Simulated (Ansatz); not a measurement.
**C₂H₆BiF: small, medium and large basis sets**

One table from this session's results is given with a row withheld; the runs are named, their logs left out.

Method: one geometry, several basis sets; program: Ansatz 0.2.0, Gaussian basis.

Levels to be run: PBE0-D4/def2-SVP; ωB97M-V/def2-SVP; PBE0-D4/def2-QZVPP; ωB97M-V/def2-QZVPP; the functionals' def2-TZVPP values are taken from earlier runs.

## The relaxed structure

The geometry comes from an earlier relaxation with PBE0-D4 in a triple-zeta def2 set; it is a stationary point, not always the lowest conformer. Bi takes the def2 core potential; no spin-orbit term is included.

SMILES `[CH3][Bi]([CH3])[F]`, 10 atoms, charge 0, spin multiplicity 1.

Atoms are counted from 1 here; the program's logs count them from 0.

Bond lengths: C1–Bi2 2.238 Å, C1–H5 1.089 Å, C1–H6 1.092 Å, C1–H7 1.090 Å, Bi2–C3 2.238 Å, Bi2–F4 2.033 Å, C3–H8 1.089 Å, C3–H9 1.090 Å, C3–H10 1.092 Å. Angles: Bi2–C1–H5 110.2°, Bi2–C1–H6 109.6°, Bi2–C1–H7 107.2°, H5–C1–H6 109.8°, H5–C1–H7 110.0°, H6–C1–H7 109.9°, C1–Bi2–C3 92.4°, C1–Bi2–F4 92.7°, C3–Bi2–F4 92.7°, Bi2–C3–H8 110.2°, Bi2–C3–H9 107.2°, Bi2–C3–H10 109.6°, H8–C3–H9 110.0°, H8–C3–H10 109.8°, H9–C3–H10 109.9°.

Geometry (Å):

```csv
atom,x (Å),y (Å),z (Å)
C1,-0.75968,1.28202,-0.65947
Bi2,-1.15894,-0.71049,0.27845
C3,0.95448,-0.90465,0.98913
F4,-0.77187,-1.70951,-1.44899
H5,-1.64402,1.63194,-1.19063
H6,-0.48414,2.00235,0.11317
H7,0.06726,1.15059,-1.35698
H8,1.10533,-1.87420,1.46229
H9,1.59813,-0.81169,0.11461
H10,1.17665,-0.10766,1.70134
```

Set-up of the first run:

in.yaml

```yaml
crystal:
  periodic: [false, false, false]
  atoms:
    - {symbol: C, position_ang: [-0.759681, 1.282021, -0.659473]}
    - {symbol: Bi, position_ang: [-1.158944, -0.710492, 0.278446]}
    - {symbol: C, position_ang: [0.954476, -0.904645, 0.989125]}
    - {symbol: F, position_ang: [-0.771866, -1.709508, -1.448989]}
    - {symbol: H, position_ang: [-1.644021, 1.631943, -1.190628]}
    - {symbol: H, position_ang: [-0.484137, 2.002347, 0.113171]}
    - {symbol: H, position_ang: [0.067256, 1.150591, -1.356983]}
    - {symbol: H, position_ang: [1.105332, -1.874200, 1.462287]}
    - {symbol: H, position_ang: [1.598131, -0.811694, 0.114606]}
    - {symbol: H, position_ang: [1.176652, -0.107663, 1.701337]}
basis:
  gaussian: {orbitals: def2-SVP}
hamiltonian: {xc: pbe0, dispersion: d4}
output: {orbitals: {seedname: orbitals}}
```

Steps of the session up to this table: PBE0-D4 in def2-SVP; ωB97M-V in def2-SVP; PBE0-D4 in def2-QZVPP; ωB97M-V in def2-QZVPP.

One of the session's tables, all rows but one given; the rest of the session is left out.

It belongs to the step «Functionals by basis». 

| functional | basis | HOMO (eV) |
| --- | --- | --- |
| PBE0-D4 | def2-SVP | -7.04 |
| PBE0-D4 | def2-TZVPP | ? |
| PBE0-D4 | def2-QZVPP | -7.18 |
| ωB97M-V | def2-SVP | -9.09 |
| ωB97M-V | def2-TZVPP | -9.23 |
| ωB97M-V | def2-QZVPP | -9.25 |

**Question.** Estimate the row for PBE0-D4, def2-TZVPP.

**Answer.** HOMO (eV): -7.16. In the column «HOMO (eV)» it lies between PBE0-D4, def2-QZVPP (-7.18) and PBE0-D4, def2-SVP (-7.04).
